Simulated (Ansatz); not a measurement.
**SnTe: a single-point run**

Wanted: a converged single-point run for SnTe, and a check of what comes out. The structure is shown as the input types it.

The COD entry's cell or inner coordinates are ideal or old and differ from later refinements, so a difference from it is no clean test against experiment.

Method: density functional or hybrid calculation with the settings of its input, plane waves (as first typed), in Ansatz 0.2.0.

1 further run of the same task is left out (it didn't finish).

### 1 The system as given

It takes space group Fm-3m (No. 225, cubic). Conventional cell: a = 6.379 Å, b = 6.379 Å, c = 6.379 Å, α = 90.00°, β = 90.00°, γ = 90.00°. Sn (site symmetry m-3m) is surrounded by 6 Te at 3.19 Å. Around Te (site symmetry m-3m) lie 6 Sn at 3.19 Å.

Coordinates:

```
CELL_PARAMETERS angstrom
0.00000 3.18935 3.18935
3.18935 0.00000 3.18935
3.18935 3.18935 0.00000
ATOMIC_POSITIONS crystal
Sn 0.00000 0.00000 0.00000
Te 0.50000 0.50000 0.50000
```

### 2 The run

input.yaml

```yaml
crystal:
  lattice:
    - [0.0, 3.189354573, 3.189354573]
    - [3.189354573, 0.0, 3.189354573]
    - [3.189354573, 3.189354573, 0.0]
  atoms:
    - { symbol: Sn, position: [0.0, 0.0, 0.0] }
    - { symbol: Te, position: [0.5, 0.5, 0.5] }
kpoints:
  mp_grid: { grid: [2, 4, 6] }
hamiltonian:
  xc: pbe
scf:
  occupations: { method: fermi_dirac, width: 0.02 }
  n_extra_bands: 4
output:
  forces: true
  stress: true
  eigenvalues: true
```

Launch:

```sh
$ ansatz run input.yaml --threads 4 --pin off --max-ram 3686MiB --backend cpu --events-out ev --progress --plain --runs-dir out
```

Q: Will this input give a usable result? If not, why, and what should change?

The program finished normally, with warnings (symmetry narrowed by mesh). Its log warns: «crystal.symmetry: narrowed to the stabiliser of the k-point mesh — unitary ops 48 → 4; excluded 44 operations that carry a point of the 2×4×6 mesh (shift [0, 0 ...»

Look at the input: kpoints.mp_grid.grid is [2, 4, 6]. Unequal divisions along equivalent axes break the crystal's symmetry in the sampling.

To check: set kpoints.mp_grid.grid to [6, 6, 6].
